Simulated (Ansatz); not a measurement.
# GeHCl: a ladder of functionals and wavefunction methods

An exercise on one series of results from a longer session: the logs are not shown, and one member is left open.

Method: functionals in def2-TZVPP, the program's frozen cores in correlated methods; program: Ansatz 0.2.0, Gaussian basis.

Plan: LDA (SPW92), PBE-D4, revPBE-D4, BLYP-D4, r2SCAN-D4, B97M-V, PBE0-D4, B3LYP-D4, r2SCANh-D4, r2SCAN0-D4, HSE06-D4, BHLYP-D4, CAM-B3LYP-D4, LC-ωPBE, ωB97X-V, ωB97M-V, B2PLYP, PBE-QIDH; CCSD(T)/def2-SVP; CCSD(T)/def2-TZVPP; CCSD(T)/def2-QZVPP; extrapolation to the limit; RPA on PBE.

**The relaxed structure**

The geometry comes from an earlier relaxation with PBE0-D4 in a triple-zeta def2 set; it is a stationary point.

SMILES `[Cl][GeH]`, 3 atoms, charge 0, spin multiplicity 1.

Atoms are counted from 1 here; the program's logs count them from 0.

Bond lengths: Cl1–Ge2 2.183 Å, Ge2–H3 1.600 Å. Angles: Cl1–Ge2–H3 93.7°.

Set-up of the first run:

in.yaml reads:

```yaml
crystal:
  periodic: [false, false, false]
  atoms:
    - {symbol: Cl, position_ang: [1.196953, -0.889615, 0.550568]}
    - {symbol: Ge, position_ang: [-0.690993, -0.371669, -0.415190]}
    - {symbol: H, position_ang: [-0.516860, 1.196584, -0.148678]}
basis:
  gaussian: {orbitals: def2-TZVPP}
hamiltonian: {xc: lda}
output: {orbitals: {seedname: orbitals}}
```

On the command line:

```
$ ansatz run in.yaml --threads 4 --pin off --events-out ev --progress --plain --max-ram 10444MiB
```

Steps of the session up to this table: LDA; PBE-D4 (GGA); revPBE-D4 (GGA); BLYP-D4 (GGA); r2SCAN-D4 (meta-GGA); B97M-V (meta-GGA); PBE0-D4 (hybrid); B3LYP-D4 (hybrid); r2SCANh-D4 (hybrid); r2SCAN0-D4 (hybrid); HSE06-D4 (hybrid); BHLYP-D4 (hybrid); CAM-B3LYP-D4 (range-separated); LC-ωPBE (range-separated); ωB97X-V (range-separated); ωB97M-V (range-separated); B2PLYP (double hybrid); PBE-QIDH (double hybrid).

One of the session's tables, all rows but one given; the rest of the session is left out.

It belongs to the step «Frontier levels by functional». 

```
  functional  HOMO (eV)  LUMO (eV)  gap (eV)
 LDA (SPW92)      -6.16      -4.10      2.06
      PBE-D4      -6.05      -3.85      2.20
   revPBE-D4      -6.01      -3.75      2.26
     BLYP-D4      -5.94      -3.75      2.19
   r2SCAN-D4      -6.34      -3.78      2.56
      B97M-V      -6.34      -3.73      2.61
     PBE0-D4      -7.16      -3.05      4.11
    B3LYP-D4      -6.99      -3.28      3.71
  r2SCANh-D4          ?          ?         ?
  r2SCAN0-D4      -7.35      -3.02      4.33
    HSE06-D4      -6.77      -3.43      3.34
    BHLYP-D4      -8.16      -2.19      5.97
CAM-B3LYP-D4      -8.46      -2.02      6.44
     LC-ωPBE      -9.74      -0.87      8.88
     ωB97X-V      -9.41      -0.96      8.45
     ωB97M-V      -9.27      -1.06      8.22
```

Q: Estimate the row for r2SCANh-D4 from the others.

Worked estimate for «HOMO (eV)». Against the share of exact exchange, r2SCAN-D4 (0, -6.34), r2SCAN0-D4 (0.25, -7.35) give a slope of -4.04 per unit share; at 0.1 the line stands at -6.74.

**Answer.** HOMO (eV): -6.74; LUMO (eV): -3.48; gap (eV): 3.27. In «HOMO (eV)» the line misses by 0.00.
